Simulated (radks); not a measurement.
# Valence configurations of Sn

NIST gives [Kr] 4d10 5s2 5p2 as the ground configuration of Sn. Does this level of theory agree? Several fillings of the valence shells are run.

The numbers are computed with radks (a radial shooting solver on a logarithmic mesh, Libxc functionals) version 1 (Dirac Kohn-Sham, PBE, spin-unpolarised, spherical densities, point nucleus; open shells fill j = l - 1/2 first), except any that are marked as measured or tabulated.

### 1 What is computed

- element: tin (Z = 50)
- charge: 0
- electrons: 50
- configuration: [Kr] 4d10 5s2 5p2
- others tried: 4d10 5p4; 4d9.5 5s2 5p2.5; 4d10 5s1 5p3; 4d9 5s1 5p4; 4d8.5 5s1 5p4.5; 4d8.5 5s2 5p3.5; 4d8 5s2 5p4; 4d9 5s2 5p3; 4d8 5s1.5 5p4.5

### 2 [Kr] 4d10 5s2 5p2

Input:

```text
Z 50
configuration [Kr] 4d10 5s2 5p2
relativity Dirac
functional pbe,pbe
spin unpolarised
j_filling energy
nucleus point
c 137.035999084
```

On the command line:

```console
python run_ks.py task.json out
```

The same process makes all the runs of this session.

### 3 [Kr] 4d10 5p4

Changes since step 2:

```diff
@@ -1,3 +1,3 @@
 Z 50
-configuration [Kr] 4d10 5s2 5p2
+configuration [Kr] 4d10 5p4
 relativity Dirac
```

### 4 [Kr] 4d9.5 5s2 5p2.5

Changes since step 3:

```diff
@@ -1,3 +1,3 @@
 Z 50
-configuration [Kr] 4d10 5p4
+configuration [Kr] 4d9.5 5s2 5p2.5
 relativity Dirac
```

### 5 [Kr] 4d10 5s1 5p3

Changes since step 4:

```diff
@@ -1,3 +1,3 @@
 Z 50
-configuration [Kr] 4d9.5 5s2 5p2.5
+configuration [Kr] 4d10 5s1 5p3
 relativity Dirac
```

### 6 [Kr] 4d9 5s1 5p4

Changes since step 5:

```diff
@@ -1,3 +1,3 @@
 Z 50
-configuration [Kr] 4d10 5s1 5p3
+configuration [Kr] 4d9 5s1 5p4
 relativity Dirac
```

### 7 [Kr] 4d8.5 5s1 5p4.5

Changes since step 6:

```diff
@@ -1,3 +1,3 @@
 Z 50
-configuration [Kr] 4d9 5s1 5p4
+configuration [Kr] 4d8.5 5s1 5p4.5
 relativity Dirac
```

### 8 [Kr] 4d8.5 5s2 5p3.5

Changes since step 7:

```diff
@@ -1,3 +1,3 @@
 Z 50
-configuration [Kr] 4d8.5 5s1 5p4.5
+configuration [Kr] 4d8.5 5s2 5p3.5
 relativity Dirac
```

### 9 [Kr] 4d8 5s2 5p4

Changes since step 8:

```diff
@@ -1,3 +1,3 @@
 Z 50
-configuration [Kr] 4d8.5 5s2 5p3.5
+configuration [Kr] 4d8 5s2 5p4
 relativity Dirac
```

### 10 [Kr] 4d9 5s2 5p3

Changes since step 9:

```diff
@@ -1,3 +1,3 @@
 Z 50
-configuration [Kr] 4d8 5s2 5p4
+configuration [Kr] 4d9 5s2 5p3
 relativity Dirac
```

### 11 [Kr] 4d8 5s1.5 5p4.5

Changes since step 10:

```diff
@@ -1,3 +1,3 @@
 Z 50
-configuration [Kr] 4d9 5s2 5p3
+configuration [Kr] 4d8 5s1.5 5p4.5
 relativity Dirac
```

Before running it: what results should come out? Wanted: for each run, valence; E − E(NIST configuration); highest level; its energy; 1s shift.

**Answer**, as computed:

```csv
valence,E − E(NIST configuration) (eV),highest level,its energy (eV),1s shift (eV)
4d10 5s2 5p2,0.000,5p1/2,-3.831,+0.00
4d10 5s1 5p3,7.066,5p3/2,-4.056,-1.66
4d9.5 5s2 5p2.5,11.424,5p3/2,-3.956,-3.83
4d10 5p4,14.389,5p3/2,-4.652,-3.22
4d9 5s2 5p3,24.018,5p3/2,-4.499,-7.71
4d9 5s1 5p4,31.952,5p3/2,-5.091,-9.25
4d8.5 5s2 5p3.5,37.783,5p3/2,-5.030,-11.65
4d8.5 5s1 5p4.5,46.125,5p3/2,-5.596,-13.13
4d8 5s2 5p4,52.722,5p3/2,-5.550,-15.65
4d8 5s1.5 5p4.5,57.065,5p3/2,-5.827,-16.37
```

**Reading.** The NIST configuration is the lowest of those tried, 7.066 eV under 4d10 5s1 5p3. The energies are those of spherical spin-averaged densities, not of single terms. The 1s eigenvalue shifts by up to 16.37 eV as the valence charge is rearranged.
